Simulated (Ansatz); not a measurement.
# One shape, several levels: AsH3 (SMILES [H][As]([H])[H])

Wanted: a comparison of 6 runs (B3LYP/STO-3G, PBE0/STO-3G, revPBE/STO-3G, CCSDT(Q)/STO-3G, UCCSD(T)/STO-3G, FCI/STO-3G) of AsH3. 

The results are computed with Ansatz 0.2.0.

32 further runs of the same task are left out: 2 that didn't finish, 30 set aside as unsound or not needed.

## 1. The molecule

AsH3 has 4 atoms, charge 0, and is taken as a singlet. SMILES: `[H][As]([H])[H]`. The H2–As1 distance was set to 2.992 Å, away from the relaxed value. At this shape a bond of the SMILES string is far longer than usual.

Bond lengths: As1–H3 1.496 Å, As1–H4 1.496 Å. Angles: H3–As1–H4 89.1°.

## 2. The energy at B3LYP/STO-3G (run 1)

molecule.yaml reads:

```yaml
crystal:
  periodic: [false, false, false]
  atoms:
    - {symbol: As, position_ang: [-1.225257, 0.040780, 1.519888]}
    - {symbol: H, position_ang: [1.216520, -0.029700, -0.207950]}
    - {symbol: H, position_ang: [-1.803667, 1.096320, 0.631578]}
    - {symbol: H, position_ang: [-1.850257, -1.001690, 0.648238]}
basis:
  gaussian:
    orbitals: STO-3G
magnetization:
  spin_polarized: false
  initial_magnetization: 0
hamiltonian:
  xc: {name: B3LYP}
accuracy: high
```

The run is started by

```console
$ ansatz run molecule.yaml --threads 1 --pin off --max-ram 2610MiB --events-out events.jsonl --progress --plain --runs-dir runs
```

The program printed:

```text
Warning: RAYON_NUM_THREADS=1 ignored (pool sized by the plan → 1); use --threads N
Functional definition: B3LYP
  name "B3LYP"
  parameter a0 = 0.2
  parameter ax = 0.72
  parameter ac = 0.81
  exchange = (1 - a0 - ax)*slater_x + ax*b88_x + a0*exact_x
  correlation = (1 - ac)*vwn_rpa_c + ac*lyp_c
255 factors; integrals over basis functions are off by at most 1.0e-8 eV
mean field evaluation 1: about -60191.2992 eV, gradient 2.0e1 eV
mean field evaluation 2: about -60184.6100 eV, gradient 1.9e1 eV
mean field evaluation 4: about -60188.7151 eV, gradient 2.0e1 eV
mean field evaluation 8: about -60195.9858 eV, gradient 1.2e0 eV
mean field evaluation 16: about -60195.9712 eV, gradient 1.1e-5 eV
mean field -60195.97123943 eV, -2212.1611407543 hartree, gradient 1.6e-8 eV, S^2 0.000000; 0 other end points of the search recorded, 0 dependent functions left out
reference -60195.97126489 eV, -2212.1611416900 hartree; 18, 18 occupied and 3, 3 virtual orbitals, 255 factors
Total energy: -60195.97126489 eV, -2212.1611416900 hartree
```

Wall time 0.84 s (1 thread of Arm Neoverse V1, shared host).

## 3. The energy at PBE0/STO-3G (run 2)

in.yaml reads:

```yaml
crystal:
  periodic: [false, false, false]
  atoms:
    - {symbol: As, position_ang: [-1.225257, 0.040780, 1.519888]}
    - {symbol: H, position_ang: [1.216520, -0.029700, -0.207950]}
    - {symbol: H, position_ang: [-1.803667, 1.096320, 0.631578]}
    - {symbol: H, position_ang: [-1.850257, -1.001690, 0.648238]}
basis:
  gaussian: {orbitals: STO-3G}
hamiltonian: {xc: {name: PBE0}}
accuracy: high
```

The run is started by

```console
$ ansatz run in.yaml --threads 1 --pin off --max-ram 2610MiB --events-out events.jsonl --progress --plain --runs-dir runs
```

The program printed:

```text
Warning: RAYON_NUM_THREADS=1 ignored (pool sized by the plan → 1); use --threads N
Functional definition: PBE0
  name "PBE0"
  parameter a = 0.25
  parameter kappa = 0.804
  parameter beta = 0.06672455060314922
  exchange = (1 - a)*pbe_x(kappa = kappa, mu = beta*pi^2/3) + a*exact_x
  correlation = pbe_c(beta = beta)
255 factors; integrals over basis functions are off by at most 1.0e-8 eV
mean field evaluation 1: about -60186.1211 eV, gradient 1.9e1 eV
mean field evaluation 2: about -60179.4608 eV, gradient 1.8e1 eV
mean field evaluation 4: about -60183.7497 eV, gradient 2.0e1 eV
mean field evaluation 8: about -60189.9335 eV, gradient 7.5e-2 eV
mean field -60189.93357374 eV, -2211.9392606325 hartree, gradient 2.1e-8 eV, S^2 0.000000; 0 other end points of the search recorded, 0 dependent functions left out
reference -60189.93357503 eV, -2211.9392606802 hartree; 18, 18 occupied and 3, 3 virtual orbitals, 255 factors
Total energy: -60189.93357503 eV, -2211.9392606802 hartree
```

Run time: 0.86 s. Hardware: 1 thread of Arm Neoverse V1, shared host.

Runs 3 to 5 aren't shown in full; the table further down has their settings and results.

## 4. The energy at FCI/STO-3G (run 6)

run.yaml reads:

```yaml
basis:
  gaussian:
    orbitals: STO-3G
crystal:
  periodic: [false, false, false]
  atoms:
    - {symbol: As, position_ang: [-1.225257, 0.040780, 1.519888]}
    - {symbol: H, position_ang: [1.216520, -0.029700, -0.207950]}
    - {symbol: H, position_ang: [-1.803667, 1.096320, 0.631578]}
    - {symbol: H, position_ang: [-1.850257, -1.001690, 0.648238]}
correlation:
  method: fci
  frozen_orbitals: {As: 9, H: 0}
accuracy: high
```

The run is started by

```console
$ ansatz run run.yaml --threads 1 --pin off --max-ram 2610MiB --events-out events.jsonl --progress --plain --runs-dir runs
```

The program printed (excerpt; [...] marks lines left out):

```text
Warning: RAYON_NUM_THREADS=1 ignored (pool sized by the plan → 1); use --threads N
Functional definition: HF
  name "HF"
[...]
255 factors; integrals over basis functions are off by at most 1.0e-8 eV
[...]
mean field -60157.06184716 eV, -2210.7312469620 hartree, gradient 1.5e-8 eV, S^2 0.000000; 0 other end points of the search recorded, 0 dependent functions left out; unrestricted orbitals would lower it
[...]
unrestricted determinant -60161.11440514 eV, -2210.8801757208 hartree, S^2 0.9819
9 core orbitals not correlated: weight in the atoms' cores, before any rotation towards them, 1.000 or more for the frozen orbitals, at most 0.000 for the correlated occupied ones
reference -60157.06184716 eV, -2210.7312469620 hartree; 9, 9 occupied and 3, 3 virtual orbitals, 255 factors
state -60162.35091036 eV, -2210.9256164496 hartree
Total energy: -60162.35091036 eV, -2210.9256164496 hartree
```

Wall time 0.32 s (1 thread of Arm Neoverse V1, shared host).

## 5. All runs side by side

```csv
run,level,frozen core orbitals,energy (Eh),wall time
1,B3LYP/STO-3G,–,-2212.161142,0.84 s
2,PBE0/STO-3G,–,-2211.939261,0.86 s
3,revPBE/STO-3G,–,-2211.983339,0.95 s
4,CCSDT(Q)/STO-3G,9,-2210.925607,0.28 s
5,UCCSD(T)/STO-3G,9,-2210.924403,0.34 s
6,FCI/STO-3G,9,-2210.925616,0.32 s
```

## 6. What came out

```
                                          quantity           value
                               run 6: total energy  -2210.92562 Eh
run 6: correlation energy (9 core orbitals frozen)      -194.4 mEh
```

**Reading.** Against full CI in this basis: CCSDT(Q) +0.0 mEh; UCCSD(T) +1.2 mEh. Totals of different functionals can't be ranked against each other. In run 4 the log says that unrestricted orbitals would lower the reference, so the values rest on an unstable closed-shell determinant (other closed-shell runs at this shape may share the fault). In runs 1, 2, 3, 4, 5, 6 the basis is minimal, so the values are rough. In runs 1, 2, 3 a closed-shell determinant meets a far-stretched bond, which it describes badly. Spin contamination of the reference: run 5 ⟨S²⟩ = 0.98. Where it is this large, the reference is a mixture of spin states, and values that rest on it are in doubt. All runs together took 3.6 s, the longest 0.95 s.
